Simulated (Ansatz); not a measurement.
# H9C3Cl: the cost of one run

All numbers below are computed with Ansatz 0.2.0 (DFT PBEsol, plane waves, PAW, scalar-relativistic, no spin polarisation).

1 further run of the same task is left out (it didn't finish).

## 1. The system as given

The cell holds 39 atoms (C9H27Cl3): a = 7.615 Å, b = 7.615 Å, c = 7.615 Å, α = 90.00°, β = 90.00°, γ = 90.00°.

The coordinates stand in the first input below.

## 2. Relaxing the start

input.yaml

```yaml
crystal:
  lattice:
    - [7.615113, 0.0, 0.0]
    - [0.0, 7.615113, 0.0]
    - [0.0, 0.0, 7.615113]
  atoms:
    - { symbol: C, position: [0.0654953, 0.9154311, 0.914914] }
    - { symbol: Cl, position: [0.2555435, 0.7916781, 0.9700573] }
    - { symbol: H, position: [-0.0399256, 0.8254495, 0.880164] }
    - { symbol: H, position: [0.0272367, 0.9943439, 1.0277272] }
    - { symbol: H, position: [0.0959727, 1.0002132, 0.8040045] }
    - { symbol: C, position: [0.2416124, 0.2382797, 0.3204218] }
    - { symbol: Cl, position: [0.176825, 0.2969291, 0.1040039] }
    - { symbol: H, position: [0.2030154, 0.1029652, 0.3452824] }
    - { symbol: H, position: [0.3834571, 0.251499, 0.3315177] }
    - { symbol: H, position: [0.1769553, 0.3254405, 0.4133748] }
    - { symbol: C, position: [0.6346465, 0.6588812, 0.7321106] }
    - { symbol: Cl, position: [0.5910228, 0.4665385, 0.8569111] }
    - { symbol: H, position: [0.5617226, 0.7681401, 0.7883457] }
    - { symbol: H, position: [0.7748305, 0.6862028, 0.7365551] }
    - { symbol: H, position: [0.5933708, 0.6368695, 0.5970936] }
    - { symbol: C, position: [0.6701424, 0.1217852, 0.4815766] }
    - { symbol: C, position: [0.69976, 0.1981118, 0.298901] }
    - { symbol: H, position: [0.7907103, 0.0641458, 0.5338859] }
    - { symbol: H, position: [0.6266252, 0.2229227, 0.5736237] }
    - { symbol: H, position: [0.5700674, 0.0189519, 0.4792295] }
    - { symbol: H, position: [0.579192, 0.2557513, 0.2465917] }
    - { symbol: H, position: [0.799835, 0.3009451, 0.3012481] }
    - { symbol: H, position: [0.7432772, 0.0969743, 0.2068539] }
    - { symbol: C, position: [0.8905077, 0.7449134, 0.389471] }
    - { symbol: C, position: [0.8120901, 0.7251069, 0.2063543] }
    - { symbol: H, position: [0.7969497, 0.8058116, 0.4796569] }
    - { symbol: H, position: [0.9272515, 0.6174516, 0.4442304] }
    - { symbol: H, position: [1.0082825, 0.8268742, 0.386878] }
    - { symbol: H, position: [0.9056481, 0.6642086, 0.1161685] }
    - { symbol: H, position: [0.6943153, 0.6431461, 0.2089474] }
    - { symbol: H, position: [0.7753462, 0.8525687, 0.151595] }
    - { symbol: C, position: [0.246218, 0.6763829, 0.5826771] }
    - { symbol: C, position: [0.3610777, 0.7175844, 0.4239856] }
    - { symbol: H, position: [0.2168026, 0.7951576, 0.6576603] }
    - { symbol: H, position: [0.1213732, 0.6180457, 0.5426051] }
    - { symbol: H, position: [0.3111878, 0.5839157, 0.6711303] }
    - { symbol: H, position: [0.3904931, 0.5988097, 0.3490024] }
    - { symbol: H, position: [0.2961079, 0.8100516, 0.3355324] }
    - { symbol: H, position: [0.4859225, 0.7759217, 0.4640576] }
basis:
  ecutwfc: 420.0
kpoints:
  mp_grid: { grid: [1, 1, 1] }
hamiltonian:
  xc: pbesol
scf:
  occupations: { method: fermi_dirac, width: 0.05 }
  lower_state_search: "off"
relax:
  f_tol: 0.3
  max_steps: 15
  adjacent_minimum: "off"
output:
  write_density: true
  write_potential: true
  elf: true
  volumetric_format: npy
```

The run is started by

```sh
ansatz run input.yaml --threads 1 --pin off --max-ram 3072MiB --backend cpu --events-out ev --progress --plain --runs-dir out
```

**Question.** How long does this run take on 1 thread of Arm Neoverse V1, shared host, and how much memory does it need?

About 30 s, with a peak of 0.45 GiB.
